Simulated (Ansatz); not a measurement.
# Nudged elastic band run: H$_{2}$C$_{18}$O

Input file:

```yaml
crystal:
  lattice:
    - [7.398, 0.0, 0.0]
    - [-3.699, 6.406856, 0.0]
    - [0.0, 0.0, 11.0]
  atoms:
    - { symbol: C, position: [0.01224038, 0.01442909, 0.07230083] }
    - { symbol: C, position: [0.23412699, 0.12547549, 0.07234701] }
    - { symbol: C, position: [0.01093039, 0.34865685, 0.07223858] }
    - { symbol: C, position: [0.23561761, 0.46107097, 0.07224774] }
    - { symbol: C, position: [0.01321207, 0.68335182, 0.07211872] }
    - { symbol: C, position: [0.23323842, 0.79318765, 0.07190379] }
    - { symbol: C, position: [0.34427327, 0.01531994, 0.07207304] }
    - { symbol: C, position: [0.5692427, 0.12777717, 0.07189442] }
    - { symbol: C, position: [0.34663713, 0.3502195, 0.07232028] }
    - { symbol: C, position: [0.56667086, 0.46018975, 0.07224699] }
    - { symbol: C, position: [0.34575755, 0.68105428, 0.07208989] }
    - { symbol: C, position: [0.56755181, 0.79195633, 0.07214642] }
    - { symbol: C, position: [0.68003534, 0.01673683, 0.07203613] }
    - { symbol: C, position: [0.89995483, 0.12682445, 0.07221161] }
    - { symbol: C, position: [0.67907363, 0.34783391, 0.07210622] }
    - { symbol: C, position: [0.90094661, 0.45867395, 0.07217611] }
    - { symbol: C, position: [0.6775305, 0.68199639, 0.07225433] }
    - { symbol: C, position: [0.90225985, 0.794327, 0.07221309] }
    - { symbol: O, position: [0.39713285, -0.09414278, 0.34378343] }
    - { symbol: H, position: [0.47696728, 0.02715743, 0.39503936] }
    - { symbol: H, position: [0.35843172, -0.04122851, 0.27316132] }
basis:
  ecutwfc: 420.0
kpoints:
  mp_grid: { grid: [2, 2, 1] }
hamiltonian:
  xc: lda
scf:
  occupations: { method: gaussian, width: 0.02 }
  lower_state_search: "off"
  max_iter: 64
neb:
  images: 3
  f_tol: 0.2
  max_iterations: 25
  order_check: false
  final_atoms:
    - { symbol: C, position: [-0.0056318, -0.014102, 0.07330254] }
    - { symbol: C, position: [0.21572419, 0.09685887, 0.07634869] }
    - { symbol: C, position: [-0.00493629, 0.31721925, 0.08256712] }
    - { symbol: C, position: [0.21349815, 0.42413063, 0.0874998] }
    - { symbol: C, position: [-0.00653136, 0.65267494, 0.07684705] }
    - { symbol: C, position: [0.21568294, 0.76790037, 0.08395868] }
    - { symbol: C, position: [0.32344822, -0.01781424, 0.08374225] }
    - { symbol: C, position: [0.54953549, 0.09565087, 0.12045572] }
    - { symbol: C, position: [0.3251061, 0.31716634, 0.08237576] }
    - { symbol: C, position: [0.55271266, 0.43211897, 0.08297107] }
    - { symbol: C, position: [0.32794476, 0.65304841, 0.11344813] }
    - { symbol: C, position: [0.55532237, 0.7681304, 0.08451874] }
    - { symbol: C, position: [0.66221048, -0.01777209, 0.08437895] }
    - { symbol: C, position: [0.88415953, 0.09693812, 0.07670887] }
    - { symbol: C, position: [0.6639244, 0.3244927, 0.08882338] }
    - { symbol: C, position: [0.8826587, 0.43216528, 0.08313747] }
    - { symbol: C, position: [0.66233396, 0.65281496, 0.07697643] }
    - { symbol: C, position: [0.88348959, 0.76409165, 0.07353047] }
    - { symbol: O, position: [0.55110497, 0.08344339, 0.25253738] }
    - { symbol: H, position: [0.33021842, -0.3414156, 0.21553603] }
    - { symbol: H, position: [0.47961733, 0.15464073, 0.28397183] }
```

Run as:

```bash
$ ansatz run input.yaml --threads 1 --pin off --max-ram 3072MiB --backend cpu --events-out ev --progress --plain --runs-dir out
```

Output, in part (warnings, iteration lines):

```
NEB end point (image 0): max|allowed force component| = 1.633e-2 eV/Å (the criterion of neb.relax_end_points is 4.000e-2)
NEB end point (image 4): max|allowed force component| = 2.403e-2 eV/Å (the criterion of neb.relax_end_points is 4.000e-2)
NEB iter   1: max|band force component| = 5.191e2 eV/Å  barrier→ = 73.5632 eV  barrier← = 71.5534 eV  Δτ_max = 0.2000 Å  (57 SCF iters)
NEB iter   2: max|band force component| = 1.149e2 eV/Å  barrier→ = 16.7173 eV  barrier← = 14.7075 eV  Δτ_max = 0.2000 Å  (35 SCF iters)
NEB iter   3: max|band force component| = 6.920e1 eV/Å  barrier→ = 10.1221 eV  barrier← = 8.1124 eV  Δτ_max = 0.2000 Å  (28 SCF iters)
NEB iter   4: max|band force component| = 2.670e1 eV/Å  barrier→ = 3.7666 eV  barrier← = 1.7569 eV  Δτ_max = 0.1726 Å  (27 SCF iters)
NEB iter   5: max|band force component| = 1.011e1 eV/Å  barrier→ = 2.9674 eV  barrier← = 0.9577 eV  Δτ_max = 0.1790 Å  (24 SCF iters)
NEB iter   6: max|band force component| = 6.237e0 eV/Å  barrier→ = 2.9296 eV  barrier← = 0.9199 eV  Δτ_max = 0.0984 Å  (26 SCF iters)
NEB iter   7: max|band force component| = 4.532e0 eV/Å  barrier→ = 2.9137 eV  barrier← = 0.9040 eV  Δτ_max = 0.0512 Å  (23 SCF iters)
NEB iter   8: max|band force component| = 3.831e0 eV/Å  barrier→ = 2.8495 eV  barrier← = 0.8398 eV  Δτ_max = 0.0254 Å  (25 SCF iters)
NEB iter   9: max|band force component| = 3.596e0 eV/Å  barrier→ = 2.7931 eV  barrier← = 0.7834 eV  Δτ_max = 0.0529 Å  (23 SCF iters)
NEB iter  10: max|band force component| = 3.107e0 eV/Å  barrier→ = 2.6322 eV  barrier← = 0.6225 eV  Δτ_max = 0.1036 Å  (25 SCF iters)
NEB iter  11: max|band force component| = 2.381e0 eV/Å  barrier→ = 2.3183 eV  barrier← = 0.3086 eV  Δτ_max = 0.2000 Å  (27 SCF iters)
NEB iter  12: max|band force component| = 1.292e0 eV/Å  barrier→ = 2.0097 eV  barrier← = 0.0000 eV  Δτ_max = 0.1204 Å  (26 SCF iters)
NEB iter  13: max|band force component| = 5.493e-1 eV/Å  barrier→ = 2.0097 eV  barrier← = 0.0000 eV  Δτ_max = 0.0606 Å  (26 SCF iters)
NEB iter  14: max|band force component| = 4.208e0 eV/Å  barrier→ = 1.8838 eV  barrier← = -0.1259 eV  CI = image 3  Δτ_max = 0.2000 Å  (21 SCF iters)
NEB iter  15: max|band force component| = 3.245e0 eV/Å  barrier→ = 1.8353 eV  barrier← = -0.1745 eV  CI = image 3  Δτ_max = 0.2000 Å  (25 SCF iters)
NEB iter  16: max|band force component| = 3.455e0 eV/Å  barrier→ = 2.0596 eV  barrier← = 0.0499 eV  CI = image 3  Δτ_max = 0.1944 Å  (25 SCF iters)
NEB iter  17: max|band force component| = 3.047e0 eV/Å  barrier→ = 2.6007 eV  barrier← = 0.5910 eV  CI = image 3  Δτ_max = 0.1996 Å  (27 SCF iters)
NEB iter  18: max|band force component| = 1.250e0 eV/Å  barrier→ = 3.1646 eV  barrier← = 1.1549 eV  CI = image 3  Δτ_max = 0.2000 Å  (26 SCF iters)
NEB iter  19: max|band force component| = 1.141e0 eV/Å  barrier→ = 3.0305 eV  barrier← = 1.0208 eV  CI = image 3  Δτ_max = 0.0813 Å  (24 SCF iters)
NEB iter  20: max|band force component| = 5.335e-1 eV/Å  barrier→ = 2.9682 eV  barrier← = 0.9585 eV  CI = image 3  Δτ_max = 0.0593 Å  (22 SCF iters)
NEB iter  21: max|band force component| = 2.223e-1 eV/Å  barrier→ = 2.9487 eV  barrier← = 0.9390 eV  CI = image 3  Δτ_max = 0.0318 Å  (21 SCF iters)
NEB iter  22: max|band force component| = 1.840e-1 eV/Å  barrier→ = 2.9438 eV  barrier← = 0.9341 eV  CI = image 3  Δτ_max = 0.0000 Å  (20 SCF iters)
```

It converged. The threshold of 0.2 eV/Å is loose, so the images may lie well off the minimum-energy path. Neighbouring images differ by up to 2.9 eV, so the band resolves the path poorly. The order of the stationary point at the top wasn't checked. Limits of this set-up: slab without dipole correction, no dispersion correction for a molecule that may bind weakly.

Final band (atoms are numbered from 1 in the order of the input):

| image | path coordinate (Å) | energy (eV) | O19–H20 (Å) | C8–O19 (Å) | C11–H20 (Å) |
| --- | --- | --- | --- | --- | --- |
| 0 | 0.00 | 0.00 | 0.97 | 3.34 | 4.20 |
| 1 | 1.43 | 0.00 | 0.97 | 3.18 | 3.49 |
| 2 | 2.86 | 0.05 | 0.97 | 3.03 | 2.41 |
| 3 | 4.29 | 2.94 | 1.51 | 1.70 | 1.36 |
| 4 | 5.56 | 2.01 | 2.75 | 1.46 | 1.12 |

Time of the run: 16 min on 1 thread of Intel(R) Xeon(R) Processor @ 2.50GHz (Skylake/Cascade Lake) (shared host), peak memory 0.76 GiB.
